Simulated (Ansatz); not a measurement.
**C₂H₃Cl₂Ga: up Jacob's ladder to CCSD(T)**

An exercise on one series of results from a longer session: the logs are not shown, and one member is left open.

The runs use Ansatz 0.2.0, Gaussian basis; functionals in def2-TZVPP, the program's frozen cores in correlated methods.

The runs, in order: LDA (SPW92), PBE-D4, revPBE-D4, BLYP-D4, r2SCAN-D4, B97M-V, PBE0-D4, B3LYP-D4, r2SCANh-D4, r2SCAN0-D4, HSE06-D4, BHLYP-D4, CAM-B3LYP-D4, LC-ωPBE, ωB97X-V, ωB97M-V, B2PLYP, PBE-QIDH; CCSD(T)/def2-SVP; CCSD(T)/def2-TZVPP; MP2/def2-QZVPP; extrapolation to the limit; RPA on PBE.

**The relaxed structure**

The geometry comes from an earlier relaxation with PBE0-D4 in a triple-zeta def2 set; it is a stationary point, not always the lowest conformer.

SMILES `C=[CH][Ga]([Cl])[Cl]`, 8 atoms, charge 0, spin multiplicity 1.

Atoms are counted from 1 here; the program's logs count them from 0.

Bond lengths: C1–C2 1.330 Å, C1–H6 1.087 Å, C1–H7 1.086 Å, C2–Ga3 1.928 Å, C2–H8 1.086 Å, Ga3–Cl4 2.132 Å, Ga3–Cl5 2.137 Å. Angles: C2–C1–H6 121.8°, C2–C1–H7 122.1°, H6–C1–H7 116.1°, C1–C2–Ga3 120.4°, C1–C2–H8 119.9°, Ga3–C2–H8 119.6°, C2–Ga3–Cl4 124.2°, C2–Ga3–Cl5 120.4°, Cl4–Ga3–Cl5 115.4°.

The first run:

in.yaml reads:

```yaml
crystal:
  periodic: [false, false, false]
  atoms:
    - {symbol: C, position_ang: [0.786911, 0.535067, 1.116899]}
    - {symbol: C, position_ang: [-0.133252, -0.318561, 0.676416]}
    - {symbol: Ga, position_ang: [-0.626258, -0.347728, -1.187178]}
    - {symbol: Cl, position_ang: [-2.087914, -1.657252, -2.020156]}
    - {symbol: Cl, position_ang: [0.304160, 0.986292, -2.573261]}
    - {symbol: H, position_ang: [1.081115, 0.570826, 2.163085]}
    - {symbol: H, position_ang: [1.287513, 1.235856, 0.454697]}
    - {symbol: H, position_ang: [-0.612285, -1.004500, 1.369497]}
basis:
  gaussian: {orbitals: def2-TZVPP}
hamiltonian: {xc: lda}
output: {orbitals: {seedname: orbitals}}
```

Launch:

```
$ ansatz run in.yaml --threads 4 --pin off --events-out ev --progress --plain --max-ram 10444MiB
```

Steps of the session up to this table: LDA; PBE-D4 (GGA); revPBE-D4 (GGA); BLYP-D4 (GGA); r2SCAN-D4 (meta-GGA); B97M-V (meta-GGA); B3LYP-D4 (hybrid); r2SCANh-D4 (hybrid); r2SCAN0-D4 (hybrid); HSE06-D4 (hybrid); BHLYP-D4 (hybrid); CAM-B3LYP-D4 (range-separated); LC-ωPBE (range-separated); ωB97X-V (range-separated); ωB97M-V (range-separated); B2PLYP (double hybrid); PBE-QIDH (double hybrid).

One table of the session follows, with a row left open; its other results are not shown here.

It belongs to the step «Orbital energies across the functionals». 

| functional | HOMO (eV) | LUMO (eV) | gap (eV) |
| --- | --- | --- | --- |
| LDA (SPW92) | -7.62 | -3.00 | 4.62 |
| PBE-D4 | -7.47 | -2.72 | 4.75 |
| revPBE-D4 | -7.41 | -2.61 | 4.80 |
| BLYP-D4 | -7.32 | -2.60 | 4.72 |
| r2SCAN-D4 | -7.79 | -2.56 | 5.23 |
| B97M-V | -7.79 | -2.56 | 5.23 |
| PBE0-D4 | -8.74 | -1.86 | 6.88 |
| B3LYP-D4 | ? | ? | ? |
| r2SCANh-D4 | -8.27 | -2.24 | 6.03 |
| r2SCAN0-D4 | -8.91 | -1.77 | 7.13 |
| HSE06-D4 | -8.34 | -2.23 | 6.10 |
| BHLYP-D4 | -9.67 | -0.96 | 8.71 |
| CAM-B3LYP-D4 | -10.07 | -0.86 | 9.20 |
| LC-ωPBE | -11.49 | 0.27 | 11.76 |
| ωB97X-V | -11.09 | 0.17 | 11.27 |
| ωB97M-V | -10.98 | 0.03 | 11.01 |

**Question.** Estimate the row for B3LYP-D4.

Worked estimate for «HOMO (eV)». Against the share of exact exchange, BLYP-D4 (0, -7.32), BHLYP-D4 (0.5, -9.67) give a slope of -4.70 per unit share; at 0.2 the line stands at -8.26.

The run gave: HOMO (eV): -8.48; LUMO (eV): -2.09; gap (eV): 6.39. In «HOMO (eV)» the line misses by +0.22.
